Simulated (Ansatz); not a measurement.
# TaN+ (sextet): from Hartree-Fock to the top rungs, def2-TZVPP

The task here is to estimate one member of a computed series from the others.

The runs use Ansatz 0.2.0, Gaussian basis; def2-TZVPP, core rule «outside noble gas», up to 5 orbitals frozen.

The runs, in order: UHF; ROHF; CCSD(T) on UHF.

**What is computed**

The geometry is a PBE0/def2-TZVP stationary point (not a proven minimum) of the parent state, kept for this charge and spin. No spin-orbit coupling is included. Elements past krypton take def2 core potentials.

2 atoms, charge 1, spin multiplicity 6.

Atoms are counted from 1 here; the program's logs count them from 0.

Bond lengths: Ta1–N2 1.820 Å.

The first run:

Contents of in.yaml:

```yaml
crystal:
  periodic: [false, false, false]
  atoms:
    - {symbol: Ta, position_ang: [0.000000, 0.000000, 0.000000]}
    - {symbol: N, position_ang: [0.000000, 0.000000, 1.819600]}
basis:
  gaussian: {orbitals: def2-TZVPP}
total_charge: 1
magnetization: {spin_polarized: true, initial_magnetization: 5}
hamiltonian: {xc: hf}
output: {orbitals: {seedname: orbitals}}
```

Started as:

```console
$ ansatz run in.yaml --threads 1 --pin off --events-out ev --progress --plain --max-ram 4096MiB --backend cpu
```

Among the steps run: UHF; ROHF; CCSD(T) on UHF.

One table of the session follows, with a row left open; its other results are not shown here.

It belongs to the step «Misses and costs». 

```
  method  from UCCSD(T) (meV)
    ROHF              +6077.6
     UHF              +5849.3
    UMP2                    ?
   UCCSD               +245.0
UCCSD(T)                    0
```

**Question.** Estimate the row for UMP2.

As computed: from UCCSD(T) (meV): +817.9. In the column «from UCCSD(T) (meV)» it lies between UCCSD (+245.0) and UHF (+5849.3).
